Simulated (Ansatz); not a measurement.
# GeAsH₂+ (triplet): the correlation ladder, cc-pVTZ

One table from this session's results is given with a row withheld; the runs are named, their logs left out.

Method: cc-pVTZ, core rule «outside noble gas», up to 28 orbitals frozen; program: Ansatz 0.2.0, Gaussian basis.

The runs, in order: UHF; CCSD(T) on ROHF; CCSD(T) on UHF; BCCD(T) on ROHF; CCSDT(Q) on ROHF; CCSDT(Q) on UHF; CASSCF and MRCISD+Q, 10 electrons in 10 orbitals; CASSCF and NEVPT2, 10 electrons in 10 orbitals.

3 further runs of the same task are left out: 3 set aside as unsound or not needed.

**The geometry**

The geometry is a PBE0/def2-TZVP stationary point (not a proven minimum) of the parent state, kept for this charge and spin. No spin-orbit coupling is included. The filled d shell of Ge, As may be among the frozen orbitals whatever the setting's name suggests; the logs give the count.

4 atoms, charge 1, spin multiplicity 3.

Atoms are counted from 1 here; the program's logs count them from 0.

Bond lengths: Ge1–As2 2.221 Å, Ge1–H3 1.537 Å, Ge1–H4 1.537 Å. Angles: As2–Ge1–H3 124.5°, As2–Ge1–H4 124.5°, H3–Ge1–H4 110.9°.

Geometry (Å):

```xyz
4

Ge    0.0000    0.0000    1.1006
As    0.0000    0.0000   -1.1202
H     0.0000    1.2662    1.9719
H     0.0000   -1.2662    1.9719
```

The first run:

Input file in.yaml:

```yaml
crystal:
  periodic: [false, false, false]
  atoms:
    - {symbol: Ge, position_ang: [0.000000, 0.000000, 1.100612]}
    - {symbol: As, position_ang: [0.000000, 0.000000, -1.120153]}
    - {symbol: H, position_ang: [0.000000, 1.266184, 1.971938]}
    - {symbol: H, position_ang: [0.000000, -1.266184, 1.971938]}
basis:
  gaussian: {orbitals: cc-pVTZ}
total_charge: 1
magnetization: {spin_polarized: true, initial_magnetization: 2}
hamiltonian: {xc: hf}
output: {orbitals: {seedname: orbitals}}
```

On the command line:

```console
$ ansatz run in.yaml --threads 1 --pin off --events-out ev --progress --plain --max-ram 4096MiB --backend cpu
```

Steps of the session up to this table: UHF; CCSD(T) on ROHF; CCSD(T) on UHF; BCCD(T) on ROHF; CCSDT(Q) on ROHF; CCSDT(Q) on UHF; CASSCF and MRCISD+Q, 10 electrons in 10 orbitals; CASSCF and NEVPT2, 10 electrons in 10 orbitals.

One table of the session follows, with a row left open; its other results are not shown here.

| method | from UCCSDT(Q) (kJ/mol) |
| --- | --- |
| ROHF | +585.7 |
| UHF | +572.0 |
| RMP2 | +111.3 |
| UMP2 | +114.2 |
| RCCSD | +25.8 |
| UCCSD | +24.6 |
| RCCSD(T) | +5.1 |
| UCCSD(T) | +4.4 |
| BCCD(T) | +5.1 |
| RCCSDT | +1.7 |
| UCCSDT | +0.9 |
| RCCSDT(Q) | ? |
| UCCSDT(Q) | 0 |
| CASSCF valence | +415.1 |
| NEVPT2 valence | +102.5 |
| MRCISD valence | +34.0 |
| MRCISD+Q valence | +5.1 |

Q: Estimate the row for RCCSDT(Q) from the others.

As computed: from UCCSDT(Q) (kJ/mol): +0.8. In the column «from UCCSDT(Q) (kJ/mol)» it lies between UCCSDT(Q) (0) and UCCSDT (+0.9).

To keep in mind: Restricted and unrestricted rows rest on different reference determinants; where their highest levels disagree by more than a few hundredths of an eV, they describe different states and don't form one ladder.
